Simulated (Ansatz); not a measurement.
# CH₅BCl₂Se: basis-set convergence

One table from this session's results is given with a row withheld; the runs are named, their logs left out.

Program: Ansatz 0.2.0, Gaussian basis. Level of theory: one geometry, several basis sets. These are calculated values, not measurements.

Plan: PBE0-D4/def2-SVP; ωB97M-V/def2-SVP; PBE0-D4/def2-QZVPP; ωB97M-V/def2-QZVPP; the functionals' def2-TZVPP values are taken from earlier runs.

## The relaxed structure

The geometry comes from an earlier relaxation with PBE0-D4 in a triple-zeta def2 set; it is a stationary point, not always the lowest conformer.

10 atoms, charge 0, spin multiplicity 1.

Atoms are counted from 1 here; the program's logs count them from 0.

Bond lengths: C1–B2 1.551 Å, C1–H6 1.090 Å, C1–H7 1.098 Å, C1–H8 1.090 Å, B2–Cl3 1.757 Å, B2–Cl4 1.756 Å, Se5–H9 1.467 Å, Se5–H10 1.466 Å. Angles: B2–C1–H6 112.4°, B2–C1–H7 107.7°, B2–C1–H8 112.2°, H6–C1–H7 107.2°, H6–C1–H8 109.9°, H7–C1–H8 107.1°, C1–B2–Cl3 121.3°, C1–B2–Cl4 121.2°, Cl3–B2–Cl4 117.2°, H9–Se5–H10 91.2°.

Set-up of the first run:

in.yaml reads:

```yaml
crystal:
  periodic: [false, false, false]
  atoms:
    - {symbol: C, position_ang: [-1.017271, -1.120576, 0.216347]}
    - {symbol: B, position_ang: [0.363655, -0.887008, -0.449332]}
    - {symbol: Cl, position_ang: [1.854278, -1.025702, 0.469515]}
    - {symbol: Cl, position_ang: [0.508500, -0.650982, -2.183716]}
    - {symbol: Se, position_ang: [0.167109, 2.513478, 0.085257]}
    - {symbol: H, position_ang: [-1.020036, -0.851722, 1.273039]}
    - {symbol: H, position_ang: [-1.240796, -2.193940, 0.154291]}
    - {symbol: H, position_ang: [-1.819530, -0.595238, -0.302738]}
    - {symbol: H, position_ang: [0.855996, 2.422757, 1.377141]}
    - {symbol: H, position_ang: [1.431194, 2.337732, -0.636802]}
basis:
  gaussian: {orbitals: def2-SVP}
hamiltonian: {xc: pbe0, dispersion: d4}
output: {orbitals: {seedname: orbitals}}
```

On the command line:

```sh
$ ansatz run in.yaml --threads 4 --pin off --events-out ev --progress --plain --max-ram 10444MiB
```

Among the steps run: PBE0-D4 in def2-SVP; ωB97M-V in def2-SVP; PBE0-D4 in def2-QZVPP; ωB97M-V in def2-QZVPP.

One of the session's tables, all rows but one given; the rest of the session is left out.

```
functional       basis  HOMO (eV)
   PBE0-D4    def2-SVP      -7.14
   PBE0-D4  def2-TZVPP      -7.28
   PBE0-D4  def2-QZVPP      -7.31
   ωB97M-V    def2-SVP      -9.32
   ωB97M-V  def2-TZVPP          ?
   ωB97M-V  def2-QZVPP      -9.50
```

Estimate the missing values for ωB97M-V, def2-TZVPP.

As computed: HOMO (eV): -9.48. In the column «HOMO (eV)» it lies between ωB97M-V, def2-QZVPP (-9.50) and ωB97M-V, def2-SVP (-9.32).
